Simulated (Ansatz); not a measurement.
# RbSrMg6 under changes of volume

One of the cells (32.279 Å³/atom); the others are scaled copies at fixed shape and fractional positions:

```
Sr Rb Mg
1.0
     5.29825    0.00000    0.00000
     0.00000    3.59572    6.77745
     0.00000   -3.59572    6.77745
Sr Rb Mg
1 1 6
Direct
  0.50000 0.67052 0.67052
  0.50000 0.17538 0.17538
  0.00000 0.85398 0.85398
  0.00000 0.36060 0.36060
  0.00000 0.30941 0.78491
  0.00000 0.78491 0.30941
  0.50000 0.16791 0.67728
  0.50000 0.67728 0.16791
```

The cell comes from a database or a generator and needn't be the stable form of this composition.

- Program: Ansatz 0.2.0
- Functional: PBE
- Potentials or basis: Ansatz PAW
- Cutoff: 420 eV (not typed: the program's choice for these potentials)
- k mesh: 5 × 4 × 4
- Occupations: fermi-dirac, width 0.05 eV
- Spin: no spin polarisation

| volume (Å³/atom) | energy over the lowest point (meV/atom) | pressure (GPa) | largest force (eV/Å) |
| --- | --- | --- | --- |
| 30.343 | 6.04 | 1.2 | 0.131 |
| 30.988 | 2.18 | 0.7 | 0.093 |
| 31.634 | ? | ? | ? |
| 32.279 | 0.00 | -0.1 | 0.055 |
| 32.925 | 1.33 | -0.5 | 0.069 |
| 33.570 | 4.07 | -0.8 | 0.087 |
| 34.216 | 8.09 | -1.1 | 0.105 |

Task: What does the run at 31.634 Å³/atom give?

Result: Energy over the lowest point 0.23 meV/atom; pressure 0.3 GPa; largest force 0.061 eV/Å.

Worked out: A Birch-Murnaghan fit of order 3 (a polynomial in V^(-2/3)) to the other rows has its minimum at 32.04 Å³/atom with B0 = V·E''(V) = 19.9 GPa and B' = 4.0 at fixed shape and positions, which overstates the stiffness. It gives 0.23 meV/atom at 31.634 Å³/atom, against the run's 0.23, and -dE/dV = 0.3 GPa, against 0.3.

Energies are extrapolated to zero smearing.
